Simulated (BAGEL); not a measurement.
# SiNH4O2 (SMILES N[Si](O)O) at UHF/3-21G (density fitting with qzvpp-jkfit)

Aim: the energy change on altering one bond length of SiNH4O2 at UHF/3-21G (density fitting with qzvpp-jkfit), from 2 runs. 

The results are computed with BAGEL 1.2.2.

14 further runs of the same task are left out: 14 set aside as unsound or not needed.

## (1) The molecule

SiNH4O2 has 8 atoms, charge 0, and is taken as a doublet. SMILES: `N[Si](O)O`. Geometry: relaxed at PBE0-D4/def2-TZVP. This is one conformer, not always the lowest.

Bond lengths: N1–Si2 1.700 Å, Si2–O3 1.651 Å, Si2–O4 1.651 Å, N1–H5 1.006 Å, N1–H6 1.006 Å, O3–H7 0.958 Å, O4–H8 0.958 Å. Angles: N1–Si2–O3 104.3°, N1–Si2–O4 104.3°, O3–Si2–O4 116.1°, Si2–N1–H5 120.9°, Si2–N1–H6 120.9°, Si2–O3–H7 115.7°, Si2–O4–H8 115.7°, H5–N1–H6 112.9°.

## (2) A single-point energy at UHF/3-21G (density fitting with qzvpp-jkfit)

File job.json:

```json
{ "bagel" : [

{
  "title" : "molecule",
  "basis" : "3-21g",
  "df_basis" : "qzvpp-jkfit",
  "angstrom" : "true",
  "geometry" : [
    { "atom" : "N", "xyz" : [      -0.498000,       1.267000,       0.129300 ] },
    { "atom" : "Si", "xyz" : [       0.096000,      -0.243600,      -0.376000 ] },
    { "atom" : "O", "xyz" : [       1.641600,      -0.288300,       0.202600 ] },
    { "atom" : "O", "xyz" : [      -0.956500,      -1.334700,       0.277900 ] },
    { "atom" : "H", "xyz" : [       0.071200,       2.094000,       0.065100 ] },
    { "atom" : "H", "xyz" : [      -1.483600,       1.467400,       0.110500 ] },
    { "atom" : "H", "xyz" : [       2.250900,      -0.848000,      -0.280900 ] },
    { "atom" : "H", "xyz" : [      -1.029400,      -2.171000,      -0.184200 ] }
  ]
},

{
  "title" : "uhf",
  "nopen" : 1
},

{
  "title" : "print",
  "file" : "orbitals.molden",
  "orbitals" : "true"
}

]}
```

Launch:

```sh
$ BAGEL_NUM_THREADS=1 BAGEL job.json > job.out
```

The program printed:

```text
* using 1 threads per process

  ===============================================================
  ===============================================================

  *** Geometry ***

  { "atom" : "N", "xyz" : [     -0.941084,      2.394283,      0.244342 ] },
  { "atom" : "Si", "xyz" : [      0.181414,     -0.460337,     -0.710537 ] },
  { "atom" : "O", "xyz" : [      3.102174,     -0.544808,      0.382859 ] },
  { "atom" : "O", "xyz" : [     -1.807523,     -2.522217,      0.525155 ] },
  { "atom" : "H", "xyz" : [      0.134549,      3.957087,      0.123021 ] },
  { "atom" : "H", "xyz" : [     -2.803598,      2.772984,      0.208815 ] },
  { "atom" : "H", "xyz" : [      4.253585,     -1.602488,     -0.530824 ] },
  { "atom" : "H", "xyz" : [     -1.945284,     -4.102595,     -0.348088 ] },

  Number of auxiliary basis functions:      431

  Since a DF basis is specified, we compute 2- and 3-index integrals:
    o Being stored without compression. Storage requirement is 0.008 GB

  Number of basis functions:       48
  Number of electrons      :       41

    * METHOD: MOLECULE                             0.13

  *** Open-shell HF ***

  === Nuclear Repulsion ===
   176.8424052368

      * DIIS with orbital gradients will be used.

  === UHF iteration (3-21g) ===
      0       -492.59115594          0.07427201           0.06
      1       -492.76858177          0.04065701           0.06
      2       -492.81485570          0.02357297           0.06
      3       -492.83526841          0.00097447           0.06
      4       -492.83553487          0.00041993           0.06
      5       -492.83556931          0.00011194           0.06
      6       -492.83557781          0.00002578           0.06
      7       -492.83557878          0.00001068           0.06
      8       -492.83557899          0.00000432           0.06
      9       -492.83557902          0.00000135           0.06
     10       -492.83557902          0.00000058           0.06
     11       -492.83557902          0.00000029           0.06
     12       -492.83557902          0.00000018           0.06
     13       -492.83557902          0.00000006           0.06
     14       -492.83557902          0.00000003           0.06
     15       -492.83557902          0.00000001           0.06
     16       -492.83557902          0.00000000           0.06
    * SCF iteration converged.

    * S^2 (UHF) is 0.7557

    * Permanent dipole moment:
           (   -0.092552,     0.329510,     1.428134) a.u.

    * METHOD: UHF                                  1.09

    * METHOD: PRINT                                0.00

  ===============================================================
```

Wall time 1.4 s (1 thread of Arm Neoverse V2, shared host).

## (3) The distorted shape, same level

File input.json:

```json
{ "bagel": [

{
  "title": "molecule",
  "basis": "3-21g",
  "df_basis": "qzvpp-jkfit",
  "angstrom": true,
  "geometry": [
    { "atom": "N", "xyz": [   -0.350194,    1.236947,    0.132119 ] },
    { "atom": "Si", "xyz": [    0.243806,   -0.273653,   -0.373181 ] },
    { "atom": "O", "xyz": [    1.789406,   -0.318353,    0.205419 ] },
    { "atom": "O", "xyz": [   -0.808694,   -1.364753,    0.280719 ] },
    { "atom": "H", "xyz": [    0.219006,    2.063947,    0.067919 ] },
    { "atom": "H", "xyz": [   -1.483600,    1.467400,    0.110500 ] },
    { "atom": "H", "xyz": [    2.398706,   -0.878053,   -0.278081 ] },
    { "atom": "H", "xyz": [   -0.881594,   -2.201053,   -0.181381 ] }
  ]
},
{ "title": "uhf", "nopen": 1 },
{ "title": "print", "file": "orbitals.molden", "orbitals": true }

]}
```

Launch:

```sh
$ BAGEL_NUM_THREADS=1 BAGEL input.json > input.out
```

The program printed:

```text
* using 1 threads per process

  ===============================================================
  ===============================================================

  *** Geometry ***

  { "atom" : "N", "xyz" : [     -0.661771,      2.337491,      0.249669 ] },
  { "atom" : "Si", "xyz" : [      0.460727,     -0.517129,     -0.705210 ] },
  { "atom" : "O", "xyz" : [      3.381487,     -0.601600,      0.388186 ] },
  { "atom" : "O", "xyz" : [     -1.528210,     -2.579009,      0.530482 ] },
  { "atom" : "H", "xyz" : [      0.413861,      3.900295,      0.128348 ] },
  { "atom" : "H", "xyz" : [     -2.803598,      2.772984,      0.208815 ] },
  { "atom" : "H", "xyz" : [      4.532897,     -1.659280,     -0.525497 ] },
  { "atom" : "H", "xyz" : [     -1.665971,     -4.159387,     -0.342760 ] },

  Number of auxiliary basis functions:      431

  Since a DF basis is specified, we compute 2- and 3-index integrals:
    o Being stored without compression. Storage requirement is 0.008 GB

  Number of basis functions:       48
  Number of electrons      :       41

    * METHOD: MOLECULE                             0.13

  *** Open-shell HF ***

  === Nuclear Repulsion ===
   176.1074217094

      * DIIS with orbital gradients will be used.

  === UHF iteration (3-21g) ===
      0       -492.57416285          0.07432091           0.06
      1       -492.75033158          0.04111075           0.06
      2       -492.79758192          0.02414154           0.06
      3       -492.81897806          0.00100639           0.06
      4       -492.81930137          0.00029459           0.06
      5       -492.81932735          0.00013547           0.06
      6       -492.81933708          0.00003384           0.06
      7       -492.81933889          0.00001445           0.06
      8       -492.81933934          0.00000548           0.06
      9       -492.81933941          0.00000187           0.06
     10       -492.81933941          0.00000084           0.06
     11       -492.81933942          0.00000039           0.06
     12       -492.81933942          0.00000022           0.06
     13       -492.81933942          0.00000006           0.06
     14       -492.81933942          0.00000003           0.06
     15       -492.81933942          0.00000002           0.06
     16       -492.81933942          0.00000001           0.06
     17       -492.81933942          0.00000001           0.06
    * SCF iteration converged.

    * S^2 (UHF) is 0.7561

    * Permanent dipole moment:
           (   -0.066035,     0.318304,     1.426302) a.u.

    * METHOD: UHF                                  1.09

    * METHOD: PRINT                                0.00

  ===============================================================
```

It took 1.4 s on 1 thread of Arm Neoverse V2, shared host.

## (4) Outcome

Level: UHF/3-21G (density fitting with qzvpp-jkfit).

```
                                                         quantity          value
                                        first shape: total energy  -492.83558 Eh
                                       first shape: dipole moment         3.73 D
                                                first shape: ⟨S²⟩          0.756
                                    distorted shape: total energy  -492.81934 Eh
                                   distorted shape: dipole moment         3.72 D
                                            distorted shape: ⟨S²⟩          0.756
energy change with the N1–H6 bond stretched from 1.006 to 1.157 Å       0.442 eV
```

What this shows: With the N1–H6 bond stretched from 1.006 to 1.157 Å the energy rises by 0.44 eV (10.2 kcal/mol). The first shape isn't relaxed at this level, so the change isn't measured from a minimum.
